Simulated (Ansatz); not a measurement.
# Be2I (P1) in Ansatz: convergence with xc grid

Aim: find how far xc grid must go before the results for Be2I settle, at r2SCAN. This setting moves, with any that are tied to it; all else stays.

Program: Ansatz 0.2.0. These are calculated values, not measurements. Logs are shortened: lines on timing, memory, paths and dates and some standing lists are left out, and cuts for length are marked.

## Step 1: The cell of the first run

The typed cell holds 3 atoms: a = 3.999 Å, b = 3.999 Å, c = 4.598 Å, α = 91.40°, β = 91.40°, γ = 56.78°.

The cell was built by a generator and needn't be a form met in nature.

The cell isn't the ideal one: atoms moved at random, drawn with an rms of 0.05 Å.

## Step 2: With xc grid 1

File input.yaml:

```yaml
crystal:
  lattice:
    - [3.51811343, -1.90145336, 0.0]
    - [3.51811343, 1.90145336, 0.0]
    - [-0.12742355, 0.0, 4.59670113]
  atoms:
    - { symbol: Be, position: [0.02194, 0.763439, 0.842961] }
    - { symbol: Be, position: [0.229636, 0.985281, 0.155283] }
    - { symbol: I, position: [0.748831, 0.254024, 0.499749] }
hamiltonian:
  xc: r2scan
  pseudopotentials: { kind: nc, accuracy: standard }
kpoints:
  mp_grid: { grid: [6, 6, 4] }
scf:
  occupations: { method: gaussian, width: 0.1 }
output:
  forces: true
  stress: true
  eigenvalues: true
basis:
  xc_grid: 1
```

Potentials or basis: PseudoDojo standard (PBE files).

Command:

```bash
$ ansatz run input.yaml --threads 2 --pin off --max-ram 5632MiB --backend cpu --events-out ev --progress --plain --runs-dir out
```

Output:

```text
Warning: hamiltonian.xc reads the kinetic-energy density τ on the library's norm-conserving files, and those of Be, I were made for PBE. This build holds files of Be, I that were made for r²SCAN, which a deck under this functional can read where it names no table (hamiltonian.pseudopotentials.accuracy or source), types no xc_functional and has no exact exchange, max_exx_coeff or level of output.embedding that keeps them out. To compare such runs, type hamiltonian.pseudopotentials: {kind: paw, frozen_core: stored} on both or, where PAW refuses one, {kind: nc, accuracy: standard}
Warning: RAYON_NUM_THREADS=2 ignored (pool sized by the plan → 2); use --threads N
Engine: ansatz 0.2.0, aarch64-unknown-linux-gnu
Pseudopotentials: kind: nc
Pseudopotential: Be, nc, valence charge 4, recommended cutoff 1197.300995 eV (normal), Be.nc.azcp (PseudoDojo's, or run here from an input of PseudoDojo's; its table is named by hamiltonian.pseudopotentials.accuracy)
Pseudopotential: I, nc, valence charge 7, recommended cutoff 952.398519 eV (normal), I.nc.azcp (PseudoDojo's, or run here from an input of PseudoDojo's; its table is named by hamiltonian.pseudopotentials.accuracy)
Functional definition: r2SCAN
  parameter k0 = 0.174
  parameter k1 = 0.065
  parameter a1 = 4.9479
  exchange = r2scan_x(k0 = k0, k1 = k1, a1 = a1)
  correlation = r2scan_c
Crystal: 3 atoms, lattice volume = 61.500 Å³
Basis set: ecut = 1197.300995 eV, 5765 PW (Γ)
Bands: 12, of which v1, the nominal top of the filled ones, is band 8 counted from 1 (7 counted from 0)
Symmetry: 1 space group operations
Space group: P1 (ITA 1), of the structure as read, at distance tolerance 3.9e-5 Å
k-points: 76 of 144 (time reversal used)
Non-local potential: Be, projectors of the file, l = 0: 2, l = 1: 2
Non-local potential: I, projectors of the file, l = 0: 2, l = 1: 2, l = 2: 2, l = 3: 2
Initial density: superposition of atomic densities (chi_scale 0.1, normalization cell, long waves kept (reshape's long-wave potential 0.02 eV rms))
Initial wavefunctions: pseudopotential atomic-orbital guess
Functional: x = r2scan, c = r2scan; τ floored in thin density (d = 2e-4 eV/Å³)
SCF iter   1: F=—  HF=-1115.390509 eV  |F-HF|=—  |Δ(HF+E_count)|=         —  Δρ=4.93e-2  dr2=3.71e0  dr2_τ=4.13e-2  ethr=3.10e-3  ⟨swp⟩=6.4  Hψ=7071  notcnv=0
preconditioner: auto → none  [metal: Δε(μ)=0.079 eV  Ē_g=9.275 eV  σ=0.100 eV  W_gap=0.42  n_scr=8 (ndim 8)  ℏωp=15.7 eV  f_vac=0.000  D(μ)=1.49/eV (n_scr^D=8)  sad-step TF]
SCF iter   2: F=—  HF=-1114.682090 eV  |F-HF|=—  |Δ(HF+E_count)|=   7.08e-1  Δρ=2.94e-2  dr2=1.44e0  dr2_τ=8.56e-2  ethr=3.10e-3  ⟨swp⟩=3.8  Hψ=2404  notcnv=0  defer=24
SCF iter   3: F=—  HF=-1114.255815 eV  |F-HF|=—  |Δ(HF+E_count)|=   4.26e-1  Δρ=5.39e-3  dr2=2.08e-2  dr2_τ=1.53e-3  ethr=3.10e-3  ⟨swp⟩=4.3  Hψ=2414  notcnv=0  defer=24
SCF iter   4: F=—  HF=-1114.256690 eV  |F-HF|=—  |Δ(HF+E_count)|=   8.75e-4  Δρ=1.63e-3  dr2=1.67e-3  dr2_τ=5.77e-4  ethr=1.39e-4  ⟨swp⟩=2.9  Hψ=2186  notcnv=0  defer=23
SCF iter   5: F=—  HF=-1114.257268 eV  |F-HF|=—  |Δ(HF+E_count)|=   5.79e-4  Δρ=3.15e-4  dr2=5.32e-5  dr2_τ=4.20e-5  ethr=1.11e-5  ⟨swp⟩=2.0  Hψ=1241  notcnv=0  defer=23
SCF iter   6: F=—  HF=-1114.257328 eV  |F-HF|=—  |Δ(HF+E_count)|=   6.00e-5  Δρ=5.60e-5  dr2=1.90e-6  dr2_τ=3.50e-7  ethr=3.55e-7  ⟨swp⟩=2.0  Hψ=1313  notcnv=0  defer=23
SCF iter   7: F=—  HF=-1114.257330 eV  |F-HF|=—  |Δ(HF+E_count)|=   1.83e-6  Δρ=1.93e-5  dr2=5.80e-7  dr2_τ=2.80e-8  ethr=1.27e-8  ⟨swp⟩=2.3  Hψ=1422  notcnv=0  defer=23
SCF iter   8: F=-1114.257330 eV  HF=-1114.257330 eV  |F-HF|=2.45e-9  |Δ(HF+E_count)|=   9.64e-8  Δρ=6.34e-6  dr2=3.40e-8  dr2_τ=3.56e-9  ethr=6.67e-10  ⟨swp⟩=6.9  Hψ=5669  notcnv=0
SCF 1 converged in 8 iterations: F = -1114.257330 eV  dr2 = 3.40e-8
SCF converged after 8 iterations
Free energy (F): -1114.257330 eV
Harris-Foulkes:  -1114.257330 eV  (|F-HF|=2.45e-9)
Internal energy: -1114.250741 eV  (E = F + TS)
E sigma→0 (E₀):  -1114.254036 eV
Entropy (-TS):   -0.006589 eV (-2.196 meV/atom)
Fermi energy:    6.345912 eV
--- Per-component energies (eV) ---
  E_band       = -393.711842
  E_kinetic    = 558.017165
  E_local      = -607.349987  (includes V_loc(G=0)·N_el)
  E_nonlocal   = -431.591202
  E_hartree    = 176.949155
  E_xc         = -244.627274
  E_vxc        = -282.575959  (∫ρ·V_xc dr)
  E_vtau       = 15.888635  (kinetic-family band-sum trace: ∫τ·v_τ [+ j·A + Jᵃ·Aᵃ] dr)
  E_ewald      = -565.648598
  E_smearing   = -0.006589  (= −TS)
  E_closure    = 0.000000  (closes the sum)
  Σ components = -1114.257330   (vs F -1114.257330, Δ=0.00e0)
--- Forces (eV/Å), atoms counted from 1 ---
  atom   1  Be    -0.85398351    -0.65416510     0.84215912
  atom   2  Be     0.87418875    -0.69063600    -0.95164875
  atom   3  I     -0.02784875     1.35326701     0.08925641
  max |Σ_I F_I| component: 2.02e-2 eV/Å
--- Stress (GPa, compression-positive) ---
       -3.218672      -0.219529       0.169049
       -0.219529       5.227666       0.249497
        0.169049       0.249497      10.871734
  P = ⅓ Tr σ = 4.2936 GPa (42.936 kbar)
--- Band table (eV; the first three rows and the last of 76) ---
  k-point 0: bands = ["-97.2741", "-97.2464", "-10.2495", "-0.2410", "2.0268", "2.2200", "2.6634", "6.9528", "8.0428", "9.9564", "10.1649", "11.8820"]
  k-point 1: bands = ["-97.2741", "-97.2464", "-10.1801", "-1.4143", "2.2394", "2.4961", "4.1068", "7.2321", "8.2902", "9.3054", "10.0181", "11.5219"]
  k-point 2: bands = ["-97.2741", "-97.2464", "-10.1071", "-2.1221", "2.3271", "2.5676", "5.7954", "7.3923", "7.9913", "9.3272", "9.5314", "11.4676"]
  k-point 75: bands = ["-97.2741", "-97.2464", "-9.4960", "-1.3586", "-0.5188", "1.6602", "3.3827", "6.2499", "7.0887", "8.3051", "11.9923", "13.4255"]
```

Run time: 21 s. Hardware: 2 threads of Arm Neoverse V1, shared host; peak memory 0.49 GiB.

What came out:

| Item | Value |
| --- | --- |
| Free energy | -1114.2573 eV |
| Pressure | 4.3 GPa |
| Largest force | 1.465 eV/Å |
| Band gap on the k mesh | none (metal or under the smearing width) |

## Step 3: With xc grid 2

Edit input.yaml of step 2 so:

```diff
@@ -21,2 +21,2 @@
 basis:
-  xc_grid: 1
+  xc_grid: 2
```

Potentials or basis: PseudoDojo standard (PBE files).

Command:

```bash
$ ansatz run input.yaml --threads 2 --pin off --max-ram 5632MiB --backend cpu --events-out ev --progress --plain --runs-dir out
```

Wall time 24 s (2 threads of Arm Neoverse V1, shared host); peak memory 0.52 GiB.

Results:

```yaml
Free_energy: -1114.2582 eV
Pressure: 4.3 GPa
Largest_force: 1.475 eV/Å
Band_gap_on_the_k_mesh: none (metal or under the smearing width)
```

## Step 4: With xc grid 3

Edit input.yaml of step 3 so:

```diff
@@ -21,2 +21,2 @@
 basis:
-  xc_grid: 2
+  xc_grid: 3
```

Command:

```bash
$ ansatz run input.yaml --threads 2 --pin off --max-ram 5632MiB --backend cpu --events-out ev --progress --plain --runs-dir out
```

Run time: 25 s. Hardware: 2 threads of Arm Neoverse V1, shared host; peak memory 0.59 GiB.

The run converged. Its results:

```yaml
Free_energy: -1114.2582 eV
Pressure: 4.3 GPa
Largest_force: 1.475 eV/Å
Band_gap_on_the_k_mesh: none (metal or under the smearing width)
```

## Step 5: With xc grid 4

Edit input.yaml of step 4 so:

```diff
@@ -21,2 +21,2 @@
 basis:
-  xc_grid: 3
+  xc_grid: 4
```

Command:

```bash
$ ansatz run input.yaml --threads 2 --pin off --max-ram 5632MiB --backend cpu --events-out ev --progress --plain --runs-dir out
```

Wall time 29 s (2 threads of Arm Neoverse V1, shared host); peak memory 0.76 GiB.

The run converged. Its results:

| Item | Value |
| --- | --- |
| Free energy | -1114.2582 eV |
| Pressure | 4.3 GPa |
| Largest force | 1.476 eV/Å |
| Band gap on the k mesh | none (metal or under the smearing width) |

## Step 6: With xc grid 5

Edit input.yaml of step 5 so:

```diff
@@ -21,2 +21,2 @@
 basis:
-  xc_grid: 4
+  xc_grid: 5
```

Potentials or basis: PseudoDojo standard (PBE files).

Command:

```bash
$ ansatz run input.yaml --threads 2 --pin off --max-ram 5632MiB --backend cpu --events-out ev --progress --plain --runs-dir out
```

It took 35 s on 2 threads of Arm Neoverse V1, shared host; peak memory 1.1 GiB.

Results (log left out):

* Free energy: -1114.2582 eV
* Pressure: 4.3 GPa
* Largest force: 1.476 eV/Å
* Band gap on the k mesh: none (metal or under the smearing width)

## Step 7: Summary

| xc grid | energy less the tightest run, at zero smearing (meV/atom) | largest force (eV/Å) | SCF cycles | CPU time (s) | peak memory (GiB) |
| --- | --- | --- | --- | --- | --- |
| 1 | 0.29 | 1.465 | 8 | 42 | 0.49 |
| 2 | 0.00 | 1.475 | 8 | 47 | 0.52 |
| 3 | 0.00 | 1.475 | 8 | 50 | 0.59 |
| 4 | 0.00 | 1.476 | 8 | 57 | 0.76 |
| 5 | 0.00 | 1.476 | 8 | 69 | 1.1 |

Against the tightest run, the energy stays within 1 meV/atom from 1 on; the largest force stays within 0.005 eV/Å from 2 on. The tightest run that finished is the yardstick and may itself not be fully converged.

Caveats: the meta-GGA runs on potentials made for a GGA; the potentials were made for another functional, which shifts forces and pressure; an odd number of electrons without spin polarisation forces a metal; a magnetic or distorted state may lie lower.
